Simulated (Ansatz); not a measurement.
**CH6AsNSi: a ladder of functionals and wavefunction methods**

One table from this session's results is given with a row withheld; the runs are named, their logs left out.

Program: Ansatz 0.2.0, Gaussian basis. Level of theory: functionals in def2-TZVPP, the program's frozen cores in correlated methods. These are calculated values, not measurements.

Levels to be run: LDA (SPW92), PBE-D4, revPBE-D4, BLYP-D4, r2SCAN-D4, B97M-V, PBE0-D4, B3LYP-D4, r2SCANh-D4, r2SCAN0-D4, HSE06-D4, BHLYP-D4, CAM-B3LYP-D4, LC-ωPBE, ωB97X-V, ωB97M-V, B2PLYP, PBE-QIDH; CCSD(T)/def2-SVP; CCSD(T)/def2-TZVPP; MP2/def2-QZVPP; extrapolation to the limit; RPA on PBE.

### The relaxed structure

The geometry comes from an earlier relaxation with PBE0-D4 in a triple-zeta def2 set; it is a stationary point, not always the lowest conformer.

SMILES `C[As]1N[SiH2]1`, 10 atoms, charge 0, spin multiplicity 1.

Atoms are counted from 1 here; the program's logs count them from 0.

Bond lengths: C1–As2 1.985 Å, C1–H5 1.090 Å, C1–H6 1.091 Å, C1–H7 1.092 Å, As2–N3 1.925 Å, As2–Si4 2.301 Å, N3–Si4 1.708 Å, N3–H8 1.007 Å, Si4–H9 1.482 Å, Si4–H10 1.486 Å. Angles: As2–C1–H5 112.3°, As2–C1–H6 108.7°, As2–C1–H7 108.6°, H5–C1–H6 109.5°, H5–C1–H7 109.2°, H6–C1–H7 108.5°, C1–As2–N3 101.4°, C1–As2–Si4 96.4°, N3–As2–Si4 46.6°, As2–N3–Si4 78.3°, As2–N3–H8 122.2°, Si4–N3–H8 132.4°, As2–Si4–N3 55.0°, As2–Si4–H9 125.5°, As2–Si4–H10 117.6°, N3–Si4–H9 116.1°, N3–Si4–H10 120.1°, H9–Si4–H10 111.5°.

Set-up of the first run:

File in.yaml:

```yaml
crystal:
  periodic: [false, false, false]
  atoms:
    - {symbol: C, position_ang: [-0.632120, 1.437703, 0.450880]}
    - {symbol: As, position_ang: [0.033581, 0.626916, -1.234519]}
    - {symbol: N, position_ang: [-0.401332, -1.228516, -0.960573]}
    - {symbol: Si, position_ang: [1.150212, -1.129589, -0.252670]}
    - {symbol: H, position_ang: [-0.506870, 0.774527, 1.307068]}
    - {symbol: H, position_ang: [-1.689421, 1.679488, 0.328902]}
    - {symbol: H, position_ang: [-0.083548, 2.364790, 0.631124]}
    - {symbol: H, position_ang: [-1.294819, -1.523145, -0.600378]}
    - {symbol: H, position_ang: [2.213006, -1.938899, -0.893345]}
    - {symbol: H, position_ang: [1.294511, -1.114476, 1.226612]}
basis:
  gaussian: {orbitals: def2-TZVPP}
hamiltonian: {xc: lda}
output: {orbitals: {seedname: orbitals}}
```

Steps of the session up to this table: LDA; PBE-D4 (GGA); revPBE-D4 (GGA); BLYP-D4 (GGA); r2SCAN-D4 (meta-GGA); B97M-V (meta-GGA); PBE0-D4 (hybrid); B3LYP-D4 (hybrid); r2SCANh-D4 (hybrid); r2SCAN0-D4 (hybrid); HSE06-D4 (hybrid); BHLYP-D4 (hybrid); CAM-B3LYP-D4 (range-separated); LC-ωPBE (range-separated); ωB97X-V (range-separated); ωB97M-V (range-separated); B2PLYP (double hybrid); PBE-QIDH (double hybrid).

One table of the session follows, with a row left open; its other results are not shown here.

It belongs to the step «Frontier levels by functional». 

```
  functional  HOMO (eV)  gap (eV)
 LDA (SPW92)      -5.47      3.95
      PBE-D4      -5.32      4.00
   revPBE-D4      -5.26      4.03
     BLYP-D4      -5.16      3.97
   r2SCAN-D4      -5.53      4.40
      B97M-V      -5.58      4.42
     PBE0-D4      -6.38      5.84
    B3LYP-D4      -6.17      5.44
  r2SCANh-D4      -5.93      5.08
  r2SCAN0-D4      -6.52      6.09
    HSE06-D4      -5.99      5.08
    BHLYP-D4          ?         ?
CAM-B3LYP-D4      -7.59      8.04
     LC-ωPBE      -8.86     10.36
     ωB97X-V      -8.54      9.96
     ωB97M-V      -8.42      9.61
```

Estimate the missing values for BHLYP-D4.

Worked estimate for «HOMO (eV)». Against the share of exact exchange, BLYP-D4 (0, -5.16), B3LYP-D4 (0.2, -6.17) give a slope of -5.05 per unit share; at 0.5 the line stands at -7.68.

The run gave: HOMO (eV): -7.28; gap (eV): 7.60. In «HOMO (eV)» the line misses by -0.40.
